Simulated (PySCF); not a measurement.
Runs of PySCF 2.14.0 on AsH3. The cell holds a molecule in a box, 4 atoms: a = 12.000 Å, b = 11.000 Å, c = 11.000 Å, α = 90.00°, β = 90.00°, γ = 90.00°. 

```csv
task,level,frozen core bands,conv_tol,grid for exchange and correlation,three-body dispersion term,exxdiv,gap on the mesh (eV)
atomic charges,r2SCAN0+D4,-,1e-07 Ha,"Becke, atom-centred",yes,ewald,9.18
CCSD(T) correlation energy,HF,9,1e-08 Ha,-,-,ewald,15.15
atomic charges,HSE03,-,1e-07 Ha,"Becke, atom-centred",-,ewald,8.07
atomic charges,SOGGA11,-,1e-07 Ha,"Becke, atom-centred",-,-,(a)
```

Alike in all rows: potentials or basis pob-tzvp-rev2 (all-electron); no spin polarisation; cell as given; k mesh 1 × 1 × 1; smearing fixed.

**Question.** Fill in the values left out.

**Answer.** (a) 6.66.

Caveats: this is a molecule in a periodic box at the Γ point, so its band gap is the HOMO-LUMO gap; relativity is left out, which matters for the heavier elements; the basis of atomic orbitals isn't converged, which shifts pressures, moduli and gaps; this basis is made for solids and lacks diffuse functions, so gaps of a molecule come out too wide by an eV or more; the basis is small and the box finite, so much correlation energy is missing and levels can be off by tenths of an eV (some runs); this program's HSE differs a little from the usual definition (some runs).

A k mesh can miss the band edges, and the runs leave out spin-orbit coupling on As.

Not every run made on this cell is shown here.
